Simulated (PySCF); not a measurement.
# C2H6Se: NMR shieldings

Wanted: NMR shieldings for C2H6Se (`C[Se]C`).

Programs: PySCF 2.14.0, with routines of our own; each step states its level. All values are computed. Atoms count from 0.

3 further runs of the same task are left out: 3 for a basis unfit for spin-orbit shieldings.

### 1 The starting structure

9 atoms, charge 0, multiplicity 1; geometry from: GFN2-xTB.

### 2 NMR shieldings: PBE0/x2c-SVPall-2c Se:us-x2c-SVPall-2c, spin-free

The job: settings as JSON, then the geometry in Å.

```
{"job": {"xc": "PBE0", "basis": {"default": "x2c-SVPall-2c", "Se": "us-x2c-SVPall-2c"}, "rel": "sf", "kind": "hnmr"}, "charge": 0, "multiplicity": 1}
Se    -0.000170    -0.000900    -1.301860
C      1.460270    -0.014980    -0.006060
H      1.395910    -0.918220     0.596060
H      1.389050     0.869340     0.623050
H      2.394000    -0.003240    -0.560630
C     -1.460380     0.015350    -0.006030
H     -1.399280     0.920840     0.593370
H     -1.386750    -0.867120     0.625100
H     -2.392660    -0.001060    -0.563000
```

With the program's defaults for keys left out, this is: PBE0/x2c-SVPall-2c Se:us-x2c-SVPall-2c GIAO NMR shielding, spin-free X2C, Gaussian nuclei, gas phase.

Run with:

```bash
$ OMP_NUM_THREADS=1 python heavy_run.py task.json out
```

This one command runs all jobs of the session in turn.

The program printed:

```text
spin-free SCF
coarse grid: 32528 points
cycle   1  E = -2508.9818884385  dE = -1.372e-01  |g| = 3.081e-01  |ddm| = 3.202e+00
cycle   2  E = -2508.9861907558  dE = -4.302e-03  |g| = 2.404e-01  |ddm| = 5.089e-01
cycle   3  E = -2508.9956761848  dE = -9.485e-03  |g| = 5.527e-02  |ddm| = 2.043e-01
cycle   4  E = -2508.9964506212  dE = -7.744e-04  |g| = 1.525e-02  |ddm| = 7.866e-02
cycle   5  E = -2508.9965217686  dE = -7.115e-05  |g| = 3.249e-03  |ddm| = 2.371e-02
cycle   6  E = -2508.9965232486  dE = -1.480e-06  |g| = 4.980e-04  |ddm| = 2.999e-03
final grid: 67728 points
cycle   7  E = -2508.9965109365  dE = -1.118e-08  |g| = 5.218e-04  |ddm| = 9.298e-04
cycle   8  E = -2508.9965109214  dE =  1.507e-08  |g| = 5.514e-04  |ddm| = 7.270e-04
cycle   9  E = -2508.9965109745  dE = -5.303e-08  |g| = 6.690e-05  |ddm| = 4.275e-04
cycle  10  E = -2508.9965109753  dE = -7.999e-10  |g| = 4.320e-06  |ddm| = 5.608e-05
converged SCF energy = -2508.9965109753
check of the scalar solution
cycle   1  E = -2508.9965109753  dE = -2.509e+03  |FDS-SDF| = 4.320e-06
cycle   2  E = -2508.9965109753  dE = -1.819e-11  |FDS-SDF| = 3.484e-06
converged, E = -2508.9965109753

Field gradients (au) and densities at the nuclei (bohr^-3)
atom        Vxx        Vyy        Vzz        centre      nuclear mean
  0 Se     1.9066     5.1870    -7.0936      32170.798      32164.410
  1 C     -0.0865    -0.1020     0.1885        113.986        113.986
  2 H     -0.1598    -0.1636     0.3234          0.371          0.371
  3 H     -0.1596    -0.1636     0.3232          0.371          0.371
  4 H     -0.1590    -0.1677     0.3266          0.369          0.369
  5 C     -0.0864    -0.1020     0.1884        113.986        113.986
  6 H     -0.1597    -0.1634     0.3231          0.371          0.371
  7 H     -0.1598    -0.1637     0.3235          0.371          0.371
  8 H     -0.1589    -0.1676     0.3265          0.369          0.369
without picture change
  0 Se                          -7.2939                     42977.868

Core orbital energies (eV)
atom   shell        mean    spread
  0 Se 1s       -12547.980   0.000
  0 Se 2s        -1627.323   0.000
  0 Se 3s         -221.446   0.000
  0 Se 4s          -19.903   0.000
  0 Se 2p        -1430.271   0.111
  0 Se 3p         -159.144   0.393
  0 Se 3d          -56.240   0.401

Shielding tensors (ppm)
atom      isotropic    diamagn.    paramagn.     s11        s22        s33       span
  0 Se     1768.68     3010.13    -1241.45    1521.41    1548.67    2235.96     714.55
  1 C       179.51      246.31      -66.81     161.98     178.47     198.07      36.09
  2 H        29.91       30.36       -0.45      24.19      27.53      38.02      13.83
  3 H        29.95       30.41       -0.46      24.28      27.55      38.02      13.74
  4 H        30.38       29.17        1.21      24.99      26.92      39.22      14.24
  5 C       179.51      246.32      -66.81     162.09     178.42     198.02      35.92
  6 H        29.90       30.35       -0.44      24.19      27.52      38.01      13.82
  7 H        29.95       30.41       -0.46      24.27      27.56      38.02      13.75
  8 H        30.37       29.17        1.20      24.97      26.92      39.23      14.25
```

It took 8.1 s on 1 thread of Arm Neoverse V1, shared host; peak memory 0.61 GiB.

### 3 NMR shieldings: PBE0/x2c-SVPall-2c Se:us-x2c-SVPall-2c in water, spin-free

The job, as its differences from that of step 2:

```diff
@@ -1,2 +1,2 @@
-{"job": {"xc": "PBE0", "basis": {"default": "x2c-SVPall-2c", "Se": "us-x2c-SVPall-2c"}, "rel": "sf", "kind": "hnmr"}, "charge": 0, "multiplicity": 1}
+{"job": {"xc": "PBE0", "basis": {"default": "x2c-SVPall-2c", "Se": "us-x2c-SVPall-2c"}, "rel": "sf", "solvent": "water", "kind": "hnmr"}, "charge": 0, "multiplicity": 1}
 Se    -0.000170    -0.000900    -1.301860
```

Method: PBE0/x2c-SVPall-2c Se:us-x2c-SVPall-2c GIAO NMR shielding, spin-free X2C, Gaussian nuclei, IEF-PCM water.

The program printed:

```text
spin-free SCF
coarse grid: 32528 points
cycle   1  E = -2508.9877031512  dE = -1.427e-01  |g| = 3.040e-01  |ddm| = 3.202e+00
cycle   2  E = -2508.9903343911  dE = -2.631e-03  |g| = 2.442e-01  |ddm| = 4.657e-01
cycle   3  E = -2509.0001339334  dE = -9.800e-03  |g| = 5.345e-02  |ddm| = 2.023e-01
cycle   4  E = -2509.0008469459  dE = -7.130e-04  |g| = 1.076e-02  |ddm| = 6.832e-02
cycle   5  E = -2509.0008781657  dE = -3.122e-05  |g| = 3.079e-03  |ddm| = 1.736e-02
cycle   6  E = -2509.0008794130  dE = -1.247e-06  |g| = 3.217e-04  |ddm| = 2.550e-03
final grid: 67728 points
cycle   7  E = -2509.0008669946  dE = -9.370e-09  |g| = 3.243e-04  |ddm| = 7.199e-04
cycle   8  E = -2509.0008669829  dE =  1.177e-08  |g| = 3.688e-04  |ddm| = 5.786e-04
cycle   9  E = -2509.0008670187  dE = -3.586e-08  |g| = 5.020e-05  |ddm| = 3.398e-04
cycle  10  E = -2509.0008670189  dE = -2.074e-10  |g| = 3.355e-06  |ddm| = 2.531e-05
converged SCF energy = -2509.0008670189
check of the scalar solution
cycle   1  E = -2509.0008670189  dE = -2.509e+03  |FDS-SDF| = 3.355e-06
cycle   2  E = -2509.0008670189  dE =  1.819e-12  |FDS-SDF| = 3.044e-06
converged, E = -2509.0008670189

Field gradients (au) and densities at the nuclei (bohr^-3)
atom        Vxx        Vyy        Vzz        centre      nuclear mean
  0 Se     1.7417     4.9556    -6.6974      32170.574      32164.186
  1 C     -0.1013    -0.1153     0.2165        113.989        113.989
  2 H     -0.1585    -0.1635     0.3219          0.369          0.369
  3 H     -0.1582    -0.1634     0.3216          0.369          0.369
  4 H     -0.1579    -0.1675     0.3254          0.368          0.368
  5 C     -0.1012    -0.1153     0.2165        113.989        113.989
  6 H     -0.1584    -0.1633     0.3216          0.369          0.369
  7 H     -0.1584    -0.1636     0.3219          0.369          0.369
  8 H     -0.1578    -0.1674     0.3253          0.368          0.368
without picture change
  0 Se                          -6.8862                     42977.566

Core orbital energies (eV)
atom   shell        mean    spread
  0 Se 1s       -12548.037   0.000
  0 Se 2s        -1627.381   0.000
  0 Se 3s         -221.504   0.000
  0 Se 4s          -19.934   0.000
  0 Se 2p        -1430.329   0.105
  0 Se 3p         -159.202   0.372
  0 Se 3d          -56.298   0.379

Shielding tensors (ppm)
atom      isotropic    diamagn.    paramagn.     s11        s22        s33       span
  0 Se     1824.07     3010.91    -1186.83    1543.90    1636.59    2291.74     747.84
  1 C       180.11      246.38      -66.26     161.31     179.29     199.74      38.44
  2 H        29.76       30.16       -0.40      23.96      27.33      37.98      14.02
  3 H        29.79       30.20       -0.41      24.03      27.35      37.98      13.95
  4 H        30.23       28.96        1.27      24.66      26.72      39.29      14.63
  5 C       180.12      246.38      -66.26     161.42     179.24     199.69      38.27
  6 H        29.75       30.14       -0.40      23.96      27.32      37.97      14.01
  7 H        29.79       30.20       -0.41      24.03      27.36      37.98      13.95
  8 H        30.22       28.96        1.27      24.65      26.72      39.29      14.65
```

It took 8.3 s on 1 thread of Arm Neoverse V1, shared host; peak memory 0.64 GiB.

### 4 NMR shieldings: PBE0/x2c-SVPall-2c Se:us-x2c-SVPall-2c in dichloromethane, spin-free

The job, as its differences from that of step 3:

```diff
@@ -1,2 +1,2 @@
-{"job": {"xc": "PBE0", "basis": {"default": "x2c-SVPall-2c", "Se": "us-x2c-SVPall-2c"}, "rel": "sf", "solvent": "water", "kind": "hnmr"}, "charge": 0, "multiplicity": 1}
+{"job": {"xc": "PBE0", "basis": {"default": "x2c-SVPall-2c", "Se": "us-x2c-SVPall-2c"}, "rel": "sf", "solvent": "dichloromethane", "kind": "hnmr"}, "charge": 0, "multiplicity": 1}
 Se    -0.000170    -0.000900    -1.301860
```

Level: PBE0/x2c-SVPall-2c Se:us-x2c-SVPall-2c GIAO NMR shielding, spin-free X2C, Gaussian nuclei, IEF-PCM dichloromethane.

The program printed:

```text
spin-free SCF
coarse grid: 32528 points
cycle   1  E = -2508.9868873623  dE = -1.419e-01  |g| = 3.044e-01  |ddm| = 3.202e+00
cycle   2  E = -2508.9896657155  dE = -2.778e-03  |g| = 2.438e-01  |ddm| = 4.685e-01
cycle   3  E = -2508.9994209134  dE = -9.755e-03  |g| = 5.401e-02  |ddm| = 2.027e-01
cycle   4  E = -2509.0001543182  dE = -7.334e-04  |g| = 1.113e-02  |ddm| = 6.988e-02
cycle   5  E = -2509.0001885122  dE = -3.419e-05  |g| = 3.067e-03  |ddm| = 1.786e-02
cycle   6  E = -2509.0001897507  dE = -1.238e-06  |g| = 3.345e-04  |ddm| = 2.586e-03
final grid: 67728 points
cycle   7  E = -2509.0001773494  dE = -9.049e-09  |g| = 3.387e-04  |ddm| = 7.273e-04
cycle   8  E = -2509.0001773369  dE =  1.252e-08  |g| = 3.820e-04  |ddm| = 5.907e-04
cycle   9  E = -2509.0001773746  dE = -3.772e-08  |g| = 5.289e-05  |ddm| = 3.502e-04
cycle  10  E = -2509.0001773749  dE = -2.638e-10  |g| = 3.361e-06  |ddm| = 2.890e-05
converged SCF energy = -2509.0001773749
check of the scalar solution
cycle   1  E = -2509.0001773748  dE = -2.509e+03  |FDS-SDF| = 3.361e-06
cycle   2  E = -2509.0001773748  dE =  1.137e-11  |FDS-SDF| = 3.025e-06
converged, E = -2509.0001773748

Field gradients (au) and densities at the nuclei (bohr^-3)
atom        Vxx        Vyy        Vzz        centre      nuclear mean
  0 Se     1.7679     4.9932    -6.7611      32170.609      32164.221
  1 C     -0.0990    -0.1130     0.2120        113.988        113.988
  2 H     -0.1587    -0.1635     0.3222          0.370          0.370
  3 H     -0.1584    -0.1635     0.3219          0.370          0.370
  4 H     -0.1581    -0.1675     0.3255          0.368          0.368
  5 C     -0.0990    -0.1131     0.2120        113.988        113.988
  6 H     -0.1586    -0.1633     0.3219          0.370          0.370
  7 H     -0.1586    -0.1636     0.3222          0.370          0.370
  8 H     -0.1580    -0.1674     0.3254          0.368          0.368
without picture change
  0 Se                          -6.9517                     42977.613

Core orbital energies (eV)
atom   shell        mean    spread
  0 Se 1s       -12548.022   0.000
  0 Se 2s        -1627.366   0.000
  0 Se 3s         -221.489   0.000
  0 Se 4s          -19.923   0.000
  0 Se 2p        -1430.314   0.106
  0 Se 3p         -159.187   0.375
  0 Se 3d          -56.283   0.382

Shielding tensors (ppm)
atom      isotropic    diamagn.    paramagn.     s11        s22        s33       span
  0 Se     1815.55     3010.78    -1195.24    1540.48    1622.96    2283.20     742.73
  1 C       180.03      246.37      -66.34     161.44     179.17     199.48      38.03
  2 H        29.78       30.19       -0.41      24.00      27.36      37.99      13.99
  3 H        29.82       30.23       -0.42      24.08      27.39      37.99      13.91
  4 H        30.24       28.99        1.26      24.71      26.75      39.28      14.57
  5 C       180.04      246.38      -66.34     161.56     179.12     199.43      37.87
  6 H        29.78       30.18       -0.40      24.00      27.35      37.98      13.98
  7 H        29.82       30.24       -0.42      24.07      27.40      37.99      13.92
  8 H        30.24       28.98        1.26      24.69      26.75      39.28      14.59
```

It took 8.3 s on 1 thread of Arm Neoverse V1, shared host; peak memory 0.64 GiB.

### 5 Shieldings side by side

```tsv
run	Se0	C5	C1	H7	H3	H2	H6	time
step 2, PBE0/x2c-SVPall-2c Se:us-x2c-SVPall-2c, spin-free	1768.7	179.5	179.5	30.0	29.9	29.9	29.9	8.1 s
step 3, PBE0/x2c-SVPall-2c Se:us-x2c-SVPall-2c in water, spin-free	1824.1	180.1	180.1	29.8	29.8	29.8	29.7	8.3 s
step 4, PBE0/x2c-SVPall-2c Se:us-x2c-SVPall-2c in dichloromethane, spin-free	1815.5	180.0	180.0	29.8	29.8	29.8	29.8	8.3 s
```

### 6 What came out

```
                                                                                 quantity                               value
                   shieldings (step 2, PBE0/x2c-SVPall-2c Se:us-x2c-SVPall-2c, spin-free)  Se0 1768.7, C1 179.5, C5 179.5 ppm
          shieldings (step 3, PBE0/x2c-SVPall-2c Se:us-x2c-SVPall-2c in water, spin-free)  Se0 1824.1, C1 180.1, C5 180.1 ppm
shieldings (step 4, PBE0/x2c-SVPall-2c Se:us-x2c-SVPall-2c in dichloromethane, spin-free)  Se0 1815.5, C1 180.0, C5 180.0 ppm
```

What this shows: In step 2, Se0 has the widest tensor, 715 ppm. Se0 moves most between the runs, by 55 ppm; the labels say what changes from run to run.
